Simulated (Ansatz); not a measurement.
# La2Ge2W: the cost of one run

Method: DFT PBE, scalar-relativistic, plane waves, PAW, in Ansatz 0.2.0.

## (1) The structure to begin with

It takes space group I4/mmm (No. 139, tetragonal). The conventional cell has a = 4.560 Å, b = 4.560 Å, c = 10.840 Å, α = 90.00°, β = 90.00°, γ = 90.00°. La (site symmetry 4mm) is surrounded by 4 Ge at 2.66 Å and 1 La at 2.68 Å. Ge (site symmetry -4m2) is surrounded by 4 La at 2.66 Å. Around W (site symmetry 4/mmm) lie 8 La at 3.49 Å and 8 Ge at 3.54 Å.

Structure file:

```
La Ge W
1.0
    -2.28008    2.28008    5.42017
     2.28008   -2.28008    5.42017
     2.28008    2.28008   -5.42017
La Ge W
2 2 1
Direct
  0.37650 0.37650 0.00000
  0.62350 0.62350 0.00000
  0.75000 0.25000 0.50000
  0.25000 0.75000 0.50000
  0.00000 0.00000 0.00000
```

Recipe of the guess: species swapped into a database cell of HoGe2Pd2 (I4/mmm, No. 139), with W on the Ho sites, La on the Ge sites and Ge on the Pd sites. The dimensions are guesses.

## (2) The guess as it stands, on a coarse mesh

input.yaml

```yaml
crystal:
  lattice:
    - [-2.28007909, 2.28007909, 5.42016623]
    - [2.28007909, -2.28007909, 5.42016623]
    - [2.28007909, 2.28007909, -5.42016623]
  atoms:
    - { symbol: La, position: [0.37650001, 0.37650001, 0.0] }
    - { symbol: La, position: [0.62349999, 0.62349999, 0.0] }
    - { symbol: Ge, position: [0.75, 0.25, 0.5] }
    - { symbol: Ge, position: [0.25, 0.75, 0.5] }
    - { symbol: W, position: [0.0, 0.0, 0.0] }
basis:
  ecutwfc: 420
kpoints:
  mp_grid: { grid: [6, 6, 6] }
hamiltonian:
  xc: pbe
scf:
  occupations: { method: gaussian, width: 0.1 }
  lower_state_search: "off"
output:
  forces: true
  stress: true
  eigenvalues: true
```

Started as:

```
ansatz run input.yaml --threads 1 --pin off --max-ram 2560MiB --backend cpu --events-out ev --progress --plain --runs-dir out
```

What time and memory should one allow on 1 thread of Intel Xeon 6975P-C (Granite Rapids), shared host?

About 5.3 s, with a peak of 0.55 GiB.
